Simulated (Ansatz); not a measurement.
**Rh: strong compression**

The task here is to estimate one member of a computed series from the others.

Method: DFT LDA, with the methods named in each step, in Ansatz 0.2.0.

### Starting point

Symmetry: Pm-3m, No. 221, cubic system. Conventional cell: a = 2.426 Å, b = 2.426 Å, c = 2.426 Å, α = 90.00°, β = 90.00°, γ = 90.00°. Around Rh (site symmetry m-3m) lie 6 Rh at 2.43 Å.

Structure file:

```cif
data_structure
_symmetry_space_group_name_H-M 'Pm-3m'
_symmetry_Int_Tables_number 221
_cell_length_a 2.4263
_cell_length_b 2.4263
_cell_length_c 2.4263
_cell_angle_alpha 90.000
_cell_angle_beta 90.000
_cell_angle_gamma 90.000
_cell_volume 14.28
loop_
_atom_site_label
_atom_site_type_symbol
_atom_site_symmetry_multiplicity
_atom_site_Wyckoff_symbol
_atom_site_fract_x
_atom_site_fract_y
_atom_site_fract_z
_atom_site_occupancy
Rh1 Rh 1 a 0.00000 0.00000 0.00000 1
```

The file gives the conventional cell by its symmetry; the runs use the cell typed in the input.

Whether this phase is the stable one at these pressures isn't tested.

The first run:

File input.yaml:

```yaml
crystal:
  lattice:
    - [2.4263349719, 0.0, 0.0]
    - [0.0, 2.4263349719, 0.0]
    - [0.0, 0.0, 2.4263349719]
  atoms:
    - { symbol: Rh, position: [0.0, 0.0, 0.0] }
kpoints:
  mp_grid: { grid: [17, 17, 17] }
scf:
  occupations: { method: fermi_dirac, width: 0.08 }
hamiltonian:
  xc: lda
  pseudopotentials: { kind: paw }
output:
  forces: true
  stress: true
relax:
  f_tol: 0.005
  max_steps: 40
  cell: {}
```

The run is started by

```bash
$ ansatz run input.yaml --threads 1 --pin off --max-ram 2048MiB --backend cpu --events-out ev --progress --plain --runs-dir out
```

Among the steps run: Cell relaxed at zero pressure, PAW; Volume scaled by 1, PAW; Volume scaled by 0.9, PAW; Volume scaled by 0.9, PAW (source ansatz); Volume scaled by 0.8, PAW; Volume scaled by 0.7, PAW; Volume scaled by 0.6, PAW; Volume scaled by 0.5, PAW; Volume scaled by 0.4, PAW; Volume scaled by 0.4, PAW (cutoff 300 eV).

One table of the session follows, with a row left open; its other results are not shown here.

| method | volume over the first | volume (Å³/atom) | pressure (GPa) |
| --- | --- | --- | --- |
| PAW | 1 | 15.249 | 0.03 |
| PAW | 0.9 | 13.725 | 31.51 |
| PAW | 0.8 | 12.200 | 88.71 |
| PAW | 0.7 | ? | ? |
| PAW | 0.6 | 9.150 | 399.31 |
| PAW | 0.5 | 7.625 | 819.41 |
| PAW | 0.4 | 6.100 | 1772.68 |
| PAW (cutoff 300 eV) | 0.4 | 6.100 | 1780.29 |
| PAW (source ansatz) | 0.9 | 13.725 | 31.60 |

**Question.** Estimate the row for PAW, 0.7.

The run gave: volume (Å³/atom): 10.675; pressure (GPa): 194.89. In the column «volume (Å³/atom)» it lies between PAW, 0.6 (9.150) and PAW, 0.8 (12.200).

To keep in mind: Warnings in the runs' records: cutoff below recommended.
